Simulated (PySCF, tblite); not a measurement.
# C₄H₁₄Si₃: geometry, infrared bands and NMR shifts

Aim: predict the infrared bands and NMR shifts of C₄H₁₄Si₃ (`[SiH3][SiH]([SiH3])C1CCC1`).

The runs use tblite 0.8.0 and PySCF 2.14.0, with density-fitted response routines of our own; the level of theory stands in each step. All values are computed, except where a source is named. Atoms are numbered from 0 throughout.

## 1. Starting geometry

21 atoms, charge 0, multiplicity 1; geometry from: force field or distance geometry start.

Bonds of the start (Å): Si0–Si1 2.30, Si1–Si2 2.31, Si1–C3 1.91, C3–C4 1.55, C4–C5 1.54, C5–C6 1.55, C6–C3 1.54, Si0–H7 1.49, Si0–H8 1.48, Si0–H9 1.49, Si1–H10 1.48, Si2–H11 1.49, Si2–H12 1.47, Si2–H13 1.48, C3–H14 1.11, C4–H15 1.09, C4–H16 1.09, C5–H17 1.10, C5–H18 1.08, C6–H19 1.09, C6–H20 1.10.

## 2. Relaxing the molecule with GFN2-xTB

Job settings and geometry (Å):

```
{"job": {"kind": "relax", "xc": "GFN2-xTB", "basis": "xTB"}, "charge": 0, "multiplicity": 1}
Si     2.230300     1.823700     0.112000
Si     0.905700     0.113900    -0.672500
Si     2.235200    -1.766200    -0.472900
C     -0.647500    -0.064200     0.420700
C     -1.721200    -1.070000    -0.068000
C     -2.781900    -0.080500     0.460500
C     -1.722000     1.034500     0.265400
H      1.475600     3.112500     0.062300
H      3.455500     1.956500    -0.711100
H      2.610100     1.572500     1.528100
H      0.514500     0.340400    -2.085400
H      1.473000    -2.964000    -0.936300
H      3.449700    -1.620700    -1.290000
H      2.622800    -1.973700     0.938900
H     -0.377200    -0.235000     1.480900
H     -1.777200    -1.203000    -1.150400
H     -1.716600    -2.049100     0.405400
H     -3.051800    -0.257600     1.510400
H     -3.687600     0.020100    -0.127700
H     -1.772600     1.509100    -0.711400
H     -1.725600     1.817600     1.040600
```

Started as:

```bash
> OMP_NUM_THREADS=1 python probes_run.py task.json out
```

One launch serves the whole session: the jobs run in the order shown.

**Question.** This job is followed by: GFN2-xTB harmonic vibrations, gas phase; GIAO PBE0/pcSseg-1 NMR shielding, non-relativistic, gas phase. Predict these results of the whole session: strongest single infrared mode (GFN2-xTB); zero-point energy (GFN2-xTB); 13C shifts against TMS (PBE0/pcSseg-1, means over atoms taken as alike); 1H shifts against TMS (PBE0/pcSseg-1, means over atoms taken as alike); 29Si shifts against TMS (PBE0/pcSseg-1, means over atoms taken as alike); surface potential, 1st and 99th percentile.

As calculated:

| quantity | value |
| --- | --- |
| strongest single infrared mode (GFN2-xTB) | 770 cm⁻¹, 816 km/mol |
| zero-point energy (GFN2-xTB) | 97.8 kcal/mol |
| 13C shifts against TMS (PBE0/pcSseg-1, means over atoms taken as alike) | 28.6, 21.2, 18.4 ppm |
| 1H shifts against TMS (PBE0/pcSseg-1, means over atoms taken as alike) | 3.82, 3.40, 2.30, 2.29, 2.14, 2.03, 2.00 ppm |
| 29Si shifts against TMS (PBE0/pcSseg-1, means over atoms taken as alike) | -67.5, -119.1 ppm |
| surface potential, 1st and 99th percentile | -0.06 V and 0.88 V |

**Reading.** Over 75 steps the energy fell by 0.278 eV; of the close pairs, Si0–H7 changed most, 1.494 to 1.466 Å. All 57 modes are real, so the xTB geometry is a minimum. The strongest single mode, at 770 cm⁻¹, has its largest shares on H13, H9, H12 and H8 (the list is cut at 4 atoms). Unscaled tight-binding wavenumbers are off by several per cent, some by more. Its intensities can rank the bands wrongly. At PBE0/pcSseg-1: The largest span, 108 ppm, is at Si1, where the paramagnetic term is -466 ppm. At PBE0/pcSseg-1, counted by nearest atom on the grid, the HOMO lies on C3 25 %; Si1 19 %, the LUMO on Si1 20 %; Si0, Si2 about 13 % each.
